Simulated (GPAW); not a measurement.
SnTe3:

```xyz
4
Lattice="0.0000 3.8612 3.8612 3.8612 0.0000 3.8612 3.8612 3.8612 0.0000" Properties=species:S:1:pos:R:3 pbc="T T T"
Te    3.8612    3.8612    3.8612
Te    5.7918    5.7918    5.7918
Te    1.9306    1.9306    1.9306
Sn    0.0000    0.0000    0.0000
```

The cell comes from a database or a generator and needn't be the stable form of this composition.

```yaml
Program: GPAW 26.7.0
Task: relaxation of cell and atoms
Functional: PBEsol
Dispersion: D3(BJ)
Potentials_or_basis: PAW data sets generated in the run's folder for this functional
Cutoff: 600 eV
Basis: pw
k_mesh: 6 × 6 × 6
Occupations: fermi-dirac, width 0.05 eV
Spin: no spin polarisation
```

At the start: pressure -5.8 GPa; volume 28.78 Å³/atom.

Task: How do energy, volume and symmetry change on relaxing?

Result: Over 5 steps the energy falls by 64.5 meV/atom and the volume is 25.57 Å³/atom (-11.2 %); space group Fm-3m (No. 225, to 0.05 Å).

Step by step:
```
step  energy change (eV)  largest force (eV/Å)  pressure (GPa)  volume (Å³)
   1              0.0000                0.0000           -5.84       115.13
   2             -0.0444                0.0000           -5.41       113.85
   3             -0.2528                0.0000            1.12       100.61
   4             -0.2576                0.0000           -0.18       102.56
   5             -0.2579                0.0000           -0.01       102.28
```

Final structure:
```
CELL_PARAMETERS angstrom
0.00000 3.71182 3.71182
3.71182 0.00000 3.71182
3.71182 3.71182 0.00000
ATOMIC_POSITIONS crystal
Te 0.50000 0.50000 0.50000
Te 0.75000 0.75000 0.75000
Te 0.25000 0.25000 0.25000
Sn 0.00000 0.00000 0.00000
```

Caveat: later steps reuse the first step's grids; pairwise dispersion overbinds metals, which lowers pressure and volume.
